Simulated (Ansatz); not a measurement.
2 structures of LiBe, a ranking of polymorphs by energy

Computed with Ansatz 0.2.0, Python API.

`polymorphs_libe.py`
```python
"""Which structure of LiBe is lowest in energy, after relaxing atoms and volume at fixed cell shape."""

from dataclasses import dataclass
import warnings

import ansatz as az
import numpy as np


@dataclass
class Settings:
    k_spacing: float = 0.15
    filling: str = "fermi_dirac"
    smearing_width: float = 0.05


cfg = Settings()


def solve(name, crystal):
    calc = (
        crystal.calculation()
        .basis(16 * az.Ha)
        .kpoints(spacing=cfg.k_spacing)
        .occupations(cfg.filling, width=cfg.smearing_width)
        .stress()
        .band_table()
    )
    calc = calc.relax(force_tolerance=0.02, fix_cell=["shape"])
    return calc.run(threads=1)


def pressure_gpa(outcome):
    return float(np.trace(outcome.report["stress_gpa"]) / 3)


def volume_per_atom(outcome):
    return abs(np.linalg.det(outcome.lattice.cell_ang)) / len(outcome.lattice.sites)

warnings.simplefilter("ignore")

phases = {}
p2_1_m = (
    az.Lattice.of((2.29599, 0.0, 0.0), (0.0, 3.61277, 0.0), (-0.40174, 0.0, 5.51353))
    .atom("Li", (0.73685, 0.25, 0.15486))
    .atom("Li", (0.26315, 0.75, 0.84514))
    .atom("Be", (0.75642, 0.25, 0.57617))
    .atom("Be", (0.24358, 0.75, 0.42383))
)
phases["P2_1/m"] = p2_1_m
pm_3m = (
    az.Lattice.from_parameters(2.811153, 2.811153, 2.811153, alpha=90.0, beta=90.0, gamma=90.0)
    .atom("Li", (0.0, 0.0, 0.0))
    .atom("Be", (0.5, 0.5, 0.5))
)
phases["Pm-3m"] = pm_3m

done = {name: solve(name, crystal) for name, crystal in phases.items()}

energy = {name: o.report["energy_sigma0_ev"] / len(o.lattice.sites) for name, o in done.items()}
lowest = min(energy.values())
rows = [(name, len(o.lattice.sites), 1000 * (energy[name] - lowest), pressure_gpa(o), volume_per_atom(o)) for name, o in done.items()]
rows.sort(key=lambda row: row[2])
print("     phase       atoms  dE (meV/atom)     P (GPa)  V (A^3/atom)")
for row in rows:
    print(f"{str(row[0]):>10}  {row[1]:10d}  {row[2]:13.1f}  {row[3]:10.2f}  {row[4]:12.3f}")
print("lowest in energy:", rows[0][0])
```

`python polymorphs_libe.py` gives:
```text
     phase       atoms  dE (meV/atom)     P (GPa)  V (A^3/atom)
    P2_1/m           4            0.0        0.01        11.414
     Pm-3m           2          209.4        0.00        11.180
lowest in energy: P2_1/m
```

By space group at the end of each run: P2_1/m (+0 meV an atom, 11.4 Å³) and Pm-3m (+209 meV an atom, 11.2 Å³).

What to keep in mind:
- Atoms and volume are relaxed with the cell's shape held, which in cells of lower than cubic symmetry can hide stresses and shift volumes.
- Pressure is positive in compression.
- No functional is typed, so the default, PBE, holds.
- The cells come from databases of deposited and of computed structures, and not all need be stable phases.
- The ranking holds among these structures alone, at zero temperature; the ground state may be another structure. Differences under 10 to 15 meV an atom lie within the error of mesh and functional.
- Hardware and time: 120 s on 1 thread of Arm Neoverse N1, with other jobs on the host, peak memory 0.63 GiB.
